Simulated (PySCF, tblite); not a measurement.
**CF4OSi, a small gas-phase stand-in for a defect centre: NMR shifts, core binding energies and electronic excitations**

Wanted: the NMR shifts, core binding energies and electronic excitations for `F[C]O[Si](F)(F)F`. It is drawn as: twofold C.

Computed with tblite 0.8.0 and PySCF 2.14.0; each step states its level. No surroundings beyond the atoms listed, unless a continuum is named. Atoms count from 0, parts from 1.

### Step 1. Starting point

7 atoms, charge 0, multiplicity 1; geometry: distance geometry start.

### Step 2. Geometry optimisation with GFN2-xTB

Job settings and geometry (Å):

```
{"job": {"kind": "relax", "xc": "GFN2-xTB", "basis": "xTB"}, "charge": 0, "multiplicity": 1}
C      1.541263     0.654423    -0.018612
F      2.463806    -0.377726    -0.018584
O      0.533144     0.482212    -0.934725
Si    -0.810128    -0.091718    -0.006738
F     -0.316101    -1.247199     1.129444
F     -1.393350     1.216363     0.859603
F     -2.067952    -0.646933    -0.982818
```

Method: GFN2-xTB geometry optimisation, gas phase.

On the command line:

```
$ OMP_NUM_THREADS=1 python cluster_run.py task.json out
```

The driver reads the jobs from task.json and runs them one after another.

**Question.** The jobs that follow are: PBE0-D3(BJ)/def2-SVP geometry optimisation, gas phase; GIAO PBE0/pcSseg-2 NMR shielding, non-relativistic, gas phase; delta-SCF UKS SCAN, pcX-2 on the ionised atom, pcseg-1 elsewhere, spin-free X2C; TDDFT CAM-B3LYP/def2-SVPD, vertical, gas phase, core orbitals frozen in the response. Predict: point group; rotational constants (main isotopes); 13C shifts against TMS (PBE0/pcSseg-2); 19F shifts against CFCl3 (PBE0/pcSseg-2, means over atoms taken as alike); 17O shifts against H2O (PBE0/pcSseg-2); 29Si shifts against TMS (PBE0/pcSseg-2); F1s binding energies, SCAN/pcX-2 (standing for 3 of 4 atoms); C1s binding energies, SCAN/pcX-2; O1s binding energies, SCAN/pcX-2; Si2p binding energies, SCAN/pcX-2; lowest singlet (CAM-B3LYP/def2-SVPD); brightest single state of those computed; lowest triplet; vertical ionisation energy (ΔSCF); vertical electron affinity (ΔSCF).

As calculated:

```
                                                                 quantity                                             value
                                                              point group                                                Cs
                                     rotational constants (main isotopes)                              3.54, 1.72, 1.64 GHz
                                   13C shifts against TMS (PBE0/pcSseg-2)                                         324.2 ppm
19F shifts against CFCl3 (PBE0/pcSseg-2, means over atoms taken as alike)                         229.9, -150.4, -160.4 ppm
                                   17O shifts against H2O (PBE0/pcSseg-2)                                         321.2 ppm
                                  29Si shifts against TMS (PBE0/pcSseg-2)                                        -108.6 ppm
             F1s binding energies, SCAN/pcX-2 (standing for 3 of 4 atoms)                           F1 694.71, F4 694.49 eV
                                         C1s binding energies, SCAN/pcX-2                                      C0 296.72 eV
                                         O1s binding energies, SCAN/pcX-2                                      O2 541.52 eV
                                        Si2p binding energies, SCAN/pcX-2                                     Si3 112.08 eV
                                     lowest singlet (CAM-B3LYP/def2-SVPD)                       4.57 eV (272 nm), f = 0.023
                                 brightest single state of those computed                       state 6, 9.23 eV, f = 0.246
                                                           lowest triplet                                           2.36 eV
                                        vertical ionisation energy (ΔSCF)                                          11.32 eV
                                        vertical electron affinity (ΔSCF)  -0.02 eV (unbound: the value hangs on the basis)
```

In words: The start of the PBE0/def2-SVP relaxation was shaken at random by about 0.01 Å, so part of the energy gained, and of the first lengths quoted, undoes that. The optimisation took 22 steps and gained 0.253 eV; among the close pairs (by a distance rule), O2–Si3 changed most, from 1.584 to 1.687 Å (PBE0/def2-SVP). No frequency check was run at this level, so the end point may be a saddle. At PBE0/pcSseg-2: The largest span, 635 ppm, is at F1, where the paramagnetic term is -531 ppm. At SCAN/pcX-2: F1 (fluorine bonded to C) binds its F1s electron 0.22 eV more tightly than F4 (fluorine bonded to Si). Only 3 of the 4 F atoms are covered by sound results. The first singlet state (HOMO→LUMO 0.99) lies at 4.57 eV and is weak; of the 6 states computed, the strongest absorption comes from state 6 at 9.23 eV (the last computed, so partners may be missing). The lowest triplet lies 2.21 eV below the lowest singlet (triplets in Tamm-Dancoff, singlets in full TDDFT). The orbital energy would give 9.96 eV for ionisation, ΔSCF gives 11.32 eV.
